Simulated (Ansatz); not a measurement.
**The germanium atom (triplet): wave-function methods side by side, def2-TZVPD**

Aim: climb from Hartree-Fock through coupled cluster for the germanium atom (triplet) at one geometry and basis, and see what each rung misses.

Method: def2-TZVPD, core rule «outside noble gas», up to 14 orbitals frozen; program: Ansatz 0.2.0, Gaussian basis.

Plan: UHF; CCSD(T) on ROHF; Full CI.

### Step 1. The atom

A free atom, in its lowest state of this spin that the program finds. No spin-orbit coupling is included. The filled d shell of Ge may be among the frozen orbitals whatever the setting's name suggests; the logs give the count.

1 atom, charge 0, spin multiplicity 3.

### Step 2. UHF

in.yaml

```yaml
crystal:
  periodic: [false, false, false]
  atoms:
    - {symbol: Ge, position_ang: [0.000000, 0.000000, 0.000000]}
basis:
  gaussian: {orbitals: def2-TZVPD}
magnetization: {spin_polarized: true, initial_magnetization: 2}
hamiltonian: {xc: hf}
output: {orbitals: {seedname: orbitals}}
```

The run is started by

```
> ansatz run in.yaml --threads 1 --pin off --events-out ev --progress --plain --max-ram 2393MiB
```

Further steps of the session: CCSD(T) on ROHF; Full CI.

Q: Predict the results of all the runs planned. Wanted: FCI below the RHF energy; RMP2 from FCI; RCCSD from FCI; RCCSD(T) from FCI; T1 diagnostic; effectively unpaired electrons.

The runs gave:

| quantity | value |
| --- | --- |
| FCI below the RHF energy | -1.9229 eV |
| RMP2 from FCI | +463.9 meV |
| RCCSD from FCI | +67.3 meV |
| RCCSD(T) from FCI | +14.7 meV |
| levels within 1 kcal/mol (43 meV) | RCCSD(T) |
| T1 diagnostic | 0.021 |
| effectively unpaired electrons | 2.03 |

**Reading.** RCCSD(T) lands +14.7 meV from the yardstick (0.8 % of the correlation energy). One determinant dominates. These misses are within one basis, not against nature.
